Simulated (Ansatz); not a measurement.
# GaC (quartet): wave-function methods side by side at distance C1–Ga2 = 5.405 Å, cc-pVDZ

Aim: climb from Hartree-Fock through coupled cluster and multireference methods for GaC (quartet) at one geometry and basis, and see what each rung misses.

Method: cc-pVDZ, core rule «outside noble gas», up to 15 orbitals frozen; program: Ansatz 0.2.0, Gaussian basis.

The runs, in order: UHF; CCSD(T) on ROHF; CCSD(T) on UHF; BCCD(T) on ROHF; CISD; CCSDT(Q) on ROHF; CCSDT(Q) on UHF; CASSCF and MRCISD+Q, 5 electrons in 5 orbitals; CASSCF and NEVPT2, 5 electrons in 5 orbitals; CASSCF and MRCISD+Q, 7 electrons in 8 orbitals; CASSCF and NEVPT2, 7 electrons in 8 orbitals; Full CI.

21 further runs of the same task are left out: 2 for a known fault of the program, 15 that didn't finish, 4 set aside as unsound or not needed.

## (1) The geometry

The geometry derives from a PBE0/def2-TZVP stationary point (not a proven minimum). One bond is set to the value named and the two fragments are kept rigid. No spin-orbit coupling is included. The filled d shell of Ga may be among the frozen orbitals whatever the setting's name suggests; the logs give the count.

2 atoms, charge 0, spin multiplicity 4.

Atoms are counted from 1 here; the program's logs count them from 0.

No contacts short enough for the rule that draws bonds.

Geometry (Å):

```xyz
2

C     0.00000    0.00000    0.00000
Ga    0.00000    0.00000    5.40500
```

## (2) UHF

The input, in.yaml:

```yaml
crystal:
  periodic: [false, false, false]
  atoms:
    - {symbol: C, position_ang: [0.000000, 0.000000, 0.000000]}
    - {symbol: Ga, position_ang: [0.000000, 0.000000, 5.405000]}
basis:
  gaussian: {orbitals: cc-pVDZ}
magnetization: {spin_polarized: true, initial_magnetization: 3}
hamiltonian: {xc: hf}
output: {orbitals: {seedname: orbitals}}
```

Run with:

```sh
ansatz run in.yaml --threads 1 --pin off --events-out ev --progress --plain --max-ram 2393MiB
```

The runs that follow: CCSD(T) on ROHF; CCSD(T) on UHF; BCCD(T) on ROHF; CISD; CCSDT(Q) on ROHF; CCSDT(Q) on UHF; CASSCF and MRCISD+Q, 5 electrons in 5 orbitals; CASSCF and NEVPT2, 5 electrons in 5 orbitals; CASSCF and MRCISD+Q, 7 electrons in 8 orbitals; CASSCF and NEVPT2, 7 electrons in 8 orbitals; Full CI.

Q: Predict the results of all the runs planned. Wanted: FCI below the RHF energy; RMP2 from FCI; UMP2 from FCI; RCCSD from FCI; RCCSD(T) from FCI; UCCSD(T) from FCI; RCCSDT(Q) from FCI; UCCSDT(Q) from FCI; NEVPT2 pair from FCI.

**Answer**, as computed:

| quantity | value |
| --- | --- |
| FCI below the RHF energy | -3.4169 eV |
| RMP2 from FCI | +1041.0 meV |
| UMP2 from FCI | +1026.9 meV |
| RCCSD from FCI | +63.7 meV |
| RCCSD(T) from FCI | +21.2 meV |
| UCCSD(T) from FCI | +16.6 meV |
| RCCSDT(Q) from FCI | +3.8 meV |
| UCCSDT(Q) from FCI | +0.1 meV |
| NEVPT2 pair from FCI | +799.6 meV |
| MRCISD+Q pair from FCI | -54.7 meV |
| levels within 1 kcal/mol (43 meV) | RCCSD(T), UCCSD(T), BCCD(T), RCCSDT, UCCSDT, RCCSDT(Q), UCCSDT(Q) |
| T1 diagnostic | 0.019 |
| effectively unpaired electrons | 3.26 |

What this shows: RCCSD(T) lands +21.2 meV from the yardstick (0.6 % of the correlation energy). MRCISD+Q pair falls below full CI: the +Q correction isn't variational, and the cores differ from full CI's. The occupations show some static correlation. Of the multireference levels listed MRCISD+Q pair comes nearest in total energy (-54.7 meV), which doesn't show that its space is the better one. These misses are within one basis, not against nature; the frozen cores of restricted and unrestricted runs differ, which can shift their rows.
